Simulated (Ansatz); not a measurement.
The system is LuBe.

```
CELL_PARAMETERS angstrom
3.32037 0.00000 0.00000
0.00000 3.32037 0.00000
0.00000 0.00000 3.32037
ATOMIC_POSITIONS crystal
Lu 0.00000 0.00000 0.00000
Be 0.50000 0.50000 0.50000
```

The cell was built by a generator and needn't be a form met in nature.

| Property | Result |
| --- | --- |
| Program | Ansatz 0.2.0 |
| Task | relaxation of cell and atoms |
| Functional | revPBE |
| Potentials or basis | Ansatz PAW |
| Cutoff | 420 eV (not typed: the program's choice for these potentials) |
| k mesh | 8 × 8 × 8 |
| Occupations | fermi-dirac, width 0.05 eV |
| Spin | no spin polarisation |

At the start: volume 18.30 Å³/atom.

Question: Where does the relaxation end?

Answer: It ends after 4 steps and the volume is 18.77 Å³/atom (+2.6 %); space group Pm-3m (No. 221, to 0.05 Å).

The path:
```csv
step,energy change (eV),largest force (eV/Å),volume (Å³)
1,0.0000,0.0000,36.61
2,-0.0049,0.0000,37.59
3,-0.0049,0.0000,37.55
4,-0.0052,0.0000,37.55
```

Final structure:
```
CELL_PARAMETERS angstrom
3.34865 0.00000 0.00000
0.00000 3.34865 0.00000
0.00000 0.00000 3.34865
ATOMIC_POSITIONS crystal
Lu 0.00000 0.00000 0.00000
Be 0.50000 0.50000 0.50000
```

Caveat: the plane-wave basis is chosen anew once the cell has moved, so the energies of steps on either side of that aren't comparable; the PAW data sets come from PBE, with cores solved anew for the run's functional, which leaves a small shift of forces and pressure.
